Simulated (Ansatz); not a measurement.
# CH5ClOSeSi: small, medium and large basis sets

Aim: see how fast density functionals converge with the basis set for CH5ClOSeSi.

Computed with Ansatz 0.2.0, Gaussian basis. Level: one geometry, several basis sets.

The runs, in order: PBE0-D4/def2-SVP; ωB97M-V/def2-SVP; PBE0-D4/def2-QZVPP; ωB97M-V/def2-QZVPP; the functionals' def2-TZVPP values are taken from earlier runs.

**1. Structure used throughout**

An earlier PBE0-D4 in a triple-zeta def2 set relaxation fixed the geometry.

SMILES `OC[SiH](Cl)[SeH]`, 10 atoms, charge 0, spin multiplicity 1.

Atoms are counted from 1 here; the program's logs count them from 0.

Bond lengths: O1–C2 1.416 Å, O1–H6 0.961 Å, C2–Si3 1.885 Å, C2–H7 1.100 Å, C2–H8 1.094 Å, Si3–Cl4 2.052 Å, Si3–Se5 2.269 Å, Si3–H9 1.484 Å, Se5–H10 1.470 Å. Angles: C2–O1–H6 109.0°, O1–C2–Si3 113.3°, O1–C2–H7 112.4°, O1–C2–H8 106.7°, Si3–C2–H7 108.8°, Si3–C2–H8 108.9°, H7–C2–H8 106.5°, C2–Si3–Cl4 108.8°, C2–Si3–Se5 111.3°, C2–Si3–H9 110.9°, Cl4–Si3–Se5 112.8°, Cl4–Si3–H9 107.7°, Se5–Si3–H9 105.2°, Si3–Se5–H10 92.3°.

**2. PBE0-D4 in def2-SVP**

Contents of in.yaml:

```yaml
crystal:
  periodic: [false, false, false]
  atoms:
    - {symbol: O, position_ang: [-0.141576, 0.128552, 2.081362]}
    - {symbol: C, position_ang: [-0.557220, 0.349238, 0.746186]}
    - {symbol: Si, position_ang: [0.544867, -0.497084, -0.527991]}
    - {symbol: Cl, position_ang: [2.470695, 0.166300, -0.280092]}
    - {symbol: Se, position_ang: [-0.231967, -0.175859, -2.635037]}
    - {symbol: H, position_ang: [-0.210495, -0.809044, 2.278663]}
    - {symbol: H, position_ang: [-1.598237, 0.039354, 0.574787]}
    - {symbol: H, position_ang: [-0.522830, 1.429857, 0.581361]}
    - {symbol: H, position_ang: [0.545512, -1.968551, -0.333186]}
    - {symbol: H, position_ang: [-0.215549, 1.286138, -2.483051]}
basis:
  gaussian: {orbitals: def2-SVP}
hamiltonian: {xc: pbe0, dispersion: d4}
output: {orbitals: {seedname: orbitals}}
```

Run with:

```sh
ansatz run in.yaml --threads 4 --pin off --events-out ev --progress --plain --max-ram 10444MiB
```

Further steps of the session: ωB97M-V in def2-SVP; PBE0-D4 in def2-QZVPP; ωB97M-V in def2-QZVPP.

**Question.** What will the summary of the whole plan be? Wanted: PBE0-D4: double and triple zeta above quadruple; ωB97M-V: double and triple zeta above quadruple.

**Answer**, as computed:

| quantity | value |
| --- | --- |
| PBE0-D4: double and triple zeta above quadruple | 21.16, 2.19 eV |
| ωB97M-V: double and triple zeta above quadruple | 21.14, 2.11 eV |

In words: PBE0-D4 gains 18.96 eV from double to triple zeta, then 2.19 eV more. Total energies overstate the basis error of differences, where much of it tends to cancel. The LUMO of ωB97M-V is positive and keeps falling with the basis (2.07 to 1.16 eV): an unbound level that the basis holds in place.
